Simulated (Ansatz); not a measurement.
**BiP (wurtzite): other levels of theory at one geometry**

An exercise on one series of results from a longer session: the logs are not shown, and one member is left open.

Program: Ansatz 0.2.0. Level of theory: DFT at several levels, plane waves, PAW. These are calculated values, not measurements.

1 further run of the same task is left out (set aside as unsound or not needed). Runs told in other sessions of the task aren't counted.

## The structure to begin with

Symmetry: P6_3mc, No. 186, hexagonal system. The conventional cell has a = 4.905 Å, b = 4.905 Å, c = 6.174 Å, α = 90.00°, β = 90.00°, γ = 120.00°. Around Bi (site symmetry 3m) lie 4 P at 2.71 to 2.86 Å. P (site symmetry 3m) has 4 Bi at 2.71 to 2.86 Å in its first shell of neighbours.

As a file:

```xyz
4
Lattice="4.9048 0.0000 0.0000 -2.4524 4.2477 0.0000 0.0000 0.0000 6.1737" Properties=species:S:1:pos:R:3 pbc="T T T"
Bi    2.4524    1.4159    0.1961
Bi    0.0000    2.8318    3.2830
P     2.4524    1.4159    3.6637
P     0.0000    2.8318    0.5768
```

An earlier run at PBE left this cell at 32.156 Å³/atom and 0.00 GPa (8×8×6 mesh), gap on the mesh 0.19 eV.

Levels to run: PBE+SOC; r²SCAN; PBEsol; LDA; HSE06. Hardware: 2 threads of Arm Neoverse V2, shared host.

The first run:

input.yaml

```yaml
crystal:
  lattice:
    - [4.9048130777, 0.0, 0.0]
    - [-2.4524065388, 4.2476927261, 0.0]
    - [0.0, 0.0, 6.1737119889]
  atoms:
    - { symbol: Bi, position: [0.6666666667, 0.3333333333, 0.0317686379] }
    - { symbol: Bi, position: [0.3333333333, 0.6666666667, 0.5317686379] }
    - { symbol: P, position: [0.6666666667, 0.3333333333, 0.5934313621] }
    - { symbol: P, position: [0.3333333333, 0.6666666667, 0.0934313621] }
basis:
  ecutwfc: 420
  ecutrho_ratio: 4
kpoints:
  mp_grid: { grid: [8, 8, 6] }
hamiltonian:
  xc: pbe
scf:
  occupations: { method: gaussian, width: 0.05 }
output:
  forces: true
  stress: true
  eigenvalues: true
  populations: true
  dos: { projected: true, de: 0.02 }
  write_density: true
  write_potential: true
  elf: true
  volumetric_format: npy
magnetization:
  noncollinear: true
  spin_orbit: true
```

The run is started by

```
$ ansatz run input.yaml --threads 2 --pin off --max-ram 2662MiB --backend cpu --events-out ev --progress --plain --runs-dir out
```

Among the steps run: PBE+SOC; r²SCAN; PBEsol; LDA; HSE06.

One of the session's tables, all rows but one given; the rest of the session is left out.

```
  level  gap on the mesh (eV)  pressure (GPa)
    PBE                  0.19             0.0
    LDA                     ?               ?
 PBEsol                  0.14            -2.0
PBE+SOC                 metal             0.4
 r²SCAN                  0.21            -0.9
  HSE06                  0.63            -1.4
```

Q: Estimate the row for LDA from the others.

As computed: gap on the mesh (eV): 0.12; pressure (GPa): -3.1.

The pressure runs from -3.1 GPa (LDA) to 0.4 GPa (PBE+SOC); a negative pressure means that level wants a smaller cell, a positive one a larger cell. The gap is widest with HSE06 (0.63 eV) and closes with PBE+SOC. Total energies of different levels have different zeros and can't be compared.

Limits of these values: Warnings in the runs' records: stress scf threshold loose, stress exchange threshold loose.
